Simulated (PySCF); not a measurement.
# CH9GeN3: the cost of one run

Computed with PySCF 2.14.0, with density-fitted response routines of our own, on a single molecule in the gas phase. Atoms count from 0, in the outputs and in this text.

### Step 1. The starting structure

14 atoms, charge 0, multiplicity 1; geometry from: GFN2-xTB. The atoms were then displaced at random by about 0.01 Å, so the start is not that level's minimum.

Bonds of the start (Å): C0–N1 1.43, N1–Ge2 1.81, Ge2–N3 1.84, Ge2–N4 1.82, C0–H5 1.10, C0–H6 1.12, C0–H7 1.08, N1–H8 1.03, Ge2–H9 1.53, N3–H10 1.02, N3–H11 0.98, N4–H12 1.00, N4–H13 0.99.

### Step 2. Relaxing the molecule at PBE0-D3(BJ)/def2-SVP

The job: settings as JSON, then the geometry in Å.

```
{"job": {"xc": "PBE0", "basis": "def2-SVP", "d3": "d3bj", "grid": 1, "shake": 0.01, "kind": "geom"}, "charge": 0, "multiplicity": 1}
C     -1.858100    -0.244380    -0.171100
N     -1.072240    -0.185000     1.023630
Ge     0.715050     0.122820     0.956140
N      1.169650     1.420500    -0.262890
N      1.693930    -1.296290     0.361610
H     -2.785110    -0.804080     0.000260
H     -2.167800     0.772510    -0.528540
H     -1.288670    -0.691150    -0.972580
H     -1.562520     0.284950     1.795560
H      1.133670     0.347170     2.414390
H      0.742570     2.334370    -0.085260
H      2.127040     1.519160    -0.451650
H      1.476140    -2.162010     0.812910
H      1.669250    -1.433640    -0.620190
```

Started as:

```sh
$ OMP_NUM_THREADS=1 python probes_run.py task.json out
```

The driver reads the jobs from task.json and runs them one after another.

Q: Estimate the wall time and peak memory of this first job on 1 thread of Arm Neoverse N1, shared host.

About 2 min, with a peak of 0.56 GiB.
